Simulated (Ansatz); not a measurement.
# C8H4N2: the cost of one run

The runs use Ansatz 0.2.0, Gaussian basis; RKS PBE0-D4/def2-TZVP.

The runs, in order: relaxation at PBE-D4/def2-SVP; relaxation at PBE0-D4/def2-TZVP; harmonic vibrations at the same level.

1 further run of the same task is left out (set aside as unsound or not needed).

### Step 1. The system as given

SMILES `N#Cc1ccccc1C#N`, 14 atoms, charge 0, spin multiplicity 1.

Atoms are counted from 1 here; the program's logs count them from 0.

Bond lengths: N1–C2 1.145 Å, C2–C3 1.415 Å, C3–C4 1.393 Å, C3–C8 1.405 Å, C4–C5 1.383 Å, C4–H11 1.080 Å, C5–C6 1.388 Å, C5–H12 1.079 Å, C6–C7 1.383 Å, C6–H13 1.079 Å, C7–C8 1.393 Å, C7–H14 1.080 Å, C8–C9 1.415 Å, C9–N10 1.145 Å. Angles: N1–C2–C3 179.0°, C2–C3–C4 120.1°, C2–C3–C8 120.2°, C4–C3–C8 119.7°, C3–C4–C5 119.9°, C3–C4–H11 119.3°, C5–C4–H11 120.8°, C4–C5–C6 120.4°, C4–C5–H12 119.7°, C6–C5–H12 120.0°, C5–C6–C7 120.4°, C5–C6–H13 120.0°, C7–C6–H13 119.7°, C6–C7–C8 119.9°, C6–C7–H14 120.8°, C8–C7–H14 119.3°, C3–C8–C7 119.7°, C3–C8–C9 120.2° and more.

As a file:

```xyz
14
charge 0, multiplicity 1
N     1.32308   -2.74781    1.73574
C     0.83444   -1.89393    1.14921
C     0.21157   -0.85396    0.41893
C    -0.99659   -1.08600   -0.23399
C    -1.60108   -0.06735   -0.94830
C    -1.01028    1.18663   -1.01896
C     0.18918    1.43203   -0.37513
C     0.80918    0.41614    0.34831
C     2.03520    0.66342    1.01072
N     3.02461    0.88511    1.54344
H    -1.44940   -2.06442   -0.17403
H    -2.53729   -0.25131   -1.45269
H    -1.48767    1.97649   -1.57853
H     0.65504    2.40493   -0.42473
```

The start is a force-field geometry with small random shifts, so a cheaper pass at PBE-D4/def2-SVP comes first.

### Step 2. Relaxation at PBE-D4/def2-SVP (cheap first pass)

in.yaml

```yaml
crystal:
  periodic: [false, false, false]
  atoms:
    - {symbol: N, position_ang: [1.323080, -2.747810, 1.735740]}
    - {symbol: C, position_ang: [0.834440, -1.893930, 1.149210]}
    - {symbol: C, position_ang: [0.211570, -0.853960, 0.418930]}
    - {symbol: C, position_ang: [-0.996590, -1.086000, -0.233990]}
    - {symbol: C, position_ang: [-1.601080, -0.067350, -0.948300]}
    - {symbol: C, position_ang: [-1.010280, 1.186630, -1.018960]}
    - {symbol: C, position_ang: [0.189180, 1.432030, -0.375130]}
    - {symbol: C, position_ang: [0.809180, 0.416140, 0.348310]}
    - {symbol: C, position_ang: [2.035200, 0.663420, 1.010720]}
    - {symbol: N, position_ang: [3.024610, 0.885110, 1.543440]}
    - {symbol: H, position_ang: [-1.449400, -2.064420, -0.174030]}
    - {symbol: H, position_ang: [-2.537290, -0.251310, -1.452690]}
    - {symbol: H, position_ang: [-1.487670, 1.976490, -1.578530]}
    - {symbol: H, position_ang: [0.655040, 2.404930, -0.424730]}
basis:
  gaussian: {orbitals: def2-SVP}
hamiltonian: {xc: pbe, dispersion: d4}
relax: {f_tol: 0.03, max_steps: 200}
```

Run with:

```sh
$ ansatz run in.yaml --threads 2 --pin off --events-out ev --progress --plain --max-ram 32768MiB --backend cpu
```

**Question.** How long does this run take on 2 threads of AMD EPYC 7R13, shared host, and how much memory does it need?

About 14 s, with a peak of 0.26 GiB.
